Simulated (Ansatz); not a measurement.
# Si16Ge: the cost of one run

All numbers below are computed with Ansatz 0.2.0 (DFT PBEsol, plane waves, PAW, scalar-relativistic, no spin polarisation).

1 further run of the same task is left out (it didn't finish).

## (1) The structure to begin with

The cell holds 17 atoms (GeSi16): a = 7.679 Å, b = 7.679 Å, c = 7.679 Å, α = 60.00°, β = 60.00°, γ = 60.00°.

Its coordinates follow in the input file.

## (2) Relaxing end A

input.yaml reads:

```yaml
crystal:
  lattice:
    - [0.0, 5.43, 5.43]
    - [5.43, 0.0, 5.43]
    - [5.43, 5.43, 0.0]
  atoms:
    - { symbol: Si, position: [0.0, 0.0, 0.0] }
    - { symbol: Si, position: [0.125, 0.125, 0.125] }
    - { symbol: Si, position: [0.0, 0.0, 0.5] }
    - { symbol: Si, position: [0.125, 0.125, 0.625] }
    - { symbol: Si, position: [0.0, 0.5, 0.0] }
    - { symbol: Si, position: [0.125, 0.625, 0.125] }
    - { symbol: Si, position: [0.0, 0.5, 0.5] }
    - { symbol: Si, position: [0.125, 0.625, 0.625] }
    - { symbol: Si, position: [0.5, 0.0, 0.0] }
    - { symbol: Si, position: [0.625, 0.125, 0.125] }
    - { symbol: Si, position: [0.5, 0.0, 0.5] }
    - { symbol: Si, position: [0.625, 0.125, 0.625] }
    - { symbol: Si, position: [0.5, 0.5, 0.0] }
    - { symbol: Si, position: [0.625, 0.625, 0.125] }
    - { symbol: Si, position: [0.5, 0.5, 0.5] }
    - { symbol: Si, position: [0.625, 0.625, 0.625] }
    - { symbol: Ge, position: [0.3694029, 0.87252, 0.8735028] }
basis:
  ecutwfc: 420.0
kpoints:
  mp_grid: { grid: [2, 2, 2] }
hamiltonian:
  xc: pbesol
  pseudopotentials: { kind: paw, azcp: { folder: soft_1 } }
scf:
  occupations: { method: gaussian, width: 0.02 }
  lower_state_search: "off"
relax:
  f_tol: 0.03
  max_steps: 60
  adjacent_minimum: "off"
```

The run is started by

```
$ ansatz run input.yaml --threads 1 --pin off --max-ram 3072MiB --backend cpu --events-out ev --progress --plain --runs-dir out
```

What time and memory should one allow on 1 thread of AMD EPYC 9R45 (Zen 5), shared host?

About 14 s, with a peak of 0.61 GiB.
